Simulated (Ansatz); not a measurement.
# F₂H₂NNbS: up Jacob's ladder to CCSD(T)

The task here is to estimate one member of a computed series from the others.

Method: functionals in def2-TZVPP, the program's frozen cores in correlated methods; program: Ansatz 0.2.0, Gaussian basis.

The runs, in order: LDA (SPW92), PBE-D4, revPBE-D4, BLYP-D4, r2SCAN-D4, B97M-V, PBE0-D4, B3LYP-D4, r2SCANh-D4, r2SCAN0-D4, HSE06-D4, BHLYP-D4, CAM-B3LYP-D4, LC-ωPBE, ωB97X-V, ωB97M-V, B2PLYP, PBE-QIDH; CCSD(T)/def2-SVP; CCSD(T)/def2-TZVPP; MP2/def2-QZVPP; extrapolation to the limit; RPA on PBE.

**The relaxed structure**

The geometry comes from an earlier relaxation with PBE0-D4 in a triple-zeta def2 set; it is a stationary point, not always the lowest conformer. Nb takes the def2 core potential; no spin-orbit term is included.

SMILES `[NH2][Nb]([F])([F])=[S]`, 7 atoms, charge 0, spin multiplicity 1.

Atoms are counted from 1 here; the program's logs count them from 0.

Bond lengths: N1–Nb2 1.938 Å, N1–H6 1.009 Å, N1–H7 1.013 Å, Nb2–F3 1.864 Å, Nb2–F4 1.864 Å, Nb2–S5 2.135 Å. Angles: Nb2–N1–H6 126.9°, Nb2–N1–H7 122.1°, H6–N1–H7 111.0°, N1–Nb2–F3 109.8°, N1–Nb2–F4 109.8°, N1–Nb2–S5 104.9°, F3–Nb2–F4 109.6°, F3–Nb2–S5 111.4°, F4–Nb2–S5 111.4°.

Set-up of the first run:

Input file in.yaml:

```yaml
crystal:
  periodic: [false, false, false]
  atoms:
    - {symbol: N, position_ang: [-0.822676, 0.606705, 0.606748]}
    - {symbol: Nb, position_ang: [0.499500, -0.438217, -0.350587]}
    - {symbol: F, position_ang: [1.704721, -1.188104, 0.857231]}
    - {symbol: F, position_ang: [-0.344809, -1.791382, -1.314838]}
    - {symbol: S, position_ang: [1.464779, 0.954978, -1.648205]}
    - {symbol: H, position_ang: [-1.004585, 1.593661, 0.504314]}
    - {symbol: H, position_ang: [-1.435730, 0.194560, 1.299638]}
basis:
  gaussian: {orbitals: def2-TZVPP}
hamiltonian: {xc: lda}
output: {orbitals: {seedname: orbitals}}
```

The run is started by

```
> ansatz run in.yaml --threads 4 --pin off --events-out ev --progress --plain --max-ram 10444MiB
```

Among the steps run: LDA; PBE-D4 (GGA); revPBE-D4 (GGA); BLYP-D4 (GGA); r2SCAN-D4 (meta-GGA); B97M-V (meta-GGA); PBE0-D4 (hybrid); B3LYP-D4 (hybrid); r2SCANh-D4 (hybrid); r2SCAN0-D4 (hybrid); HSE06-D4 (hybrid); BHLYP-D4 (hybrid); CAM-B3LYP-D4 (range-separated); LC-ωPBE (range-separated); ωB97X-V (range-separated); ωB97M-V (range-separated); B2PLYP (double hybrid); PBE-QIDH (double hybrid).

One of the session's tables, all rows but one given; the rest of the session is left out.

It belongs to the step «Frontier levels by functional». 

```
  functional  HOMO (eV)  LUMO (eV)  gap (eV)
 LDA (SPW92)      -6.96      -3.35      3.61
      PBE-D4      -6.77      -3.14      3.63
   revPBE-D4      -6.70      -3.06      3.64
     BLYP-D4      -6.61      -3.02      3.59
   r2SCAN-D4      -7.07      -3.07      4.00
      B97M-V      -7.09      -3.01      4.08
     PBE0-D4      -8.01      -2.40      5.60
    B3LYP-D4      -7.76      -2.60      5.16
  r2SCANh-D4      -7.53      -2.79      4.74
  r2SCAN0-D4      -8.21      -2.35      5.85
    HSE06-D4          ?          ?         ?
    BHLYP-D4      -9.06      -1.49      7.57
CAM-B3LYP-D4      -9.28      -1.31      7.96
     LC-ωPBE     -10.60      -0.21     10.39
     ωB97X-V     -10.26      -0.27     10.00
     ωB97M-V     -10.12      -0.30      9.82
```

Estimate the missing values for HSE06-D4.

**Answer.** HOMO (eV): -7.61; LUMO (eV): -2.78; gap (eV): 4.83. In the column «HOMO (eV)» it lies between B3LYP-D4 (-7.76) and r2SCANh-D4 (-7.53).
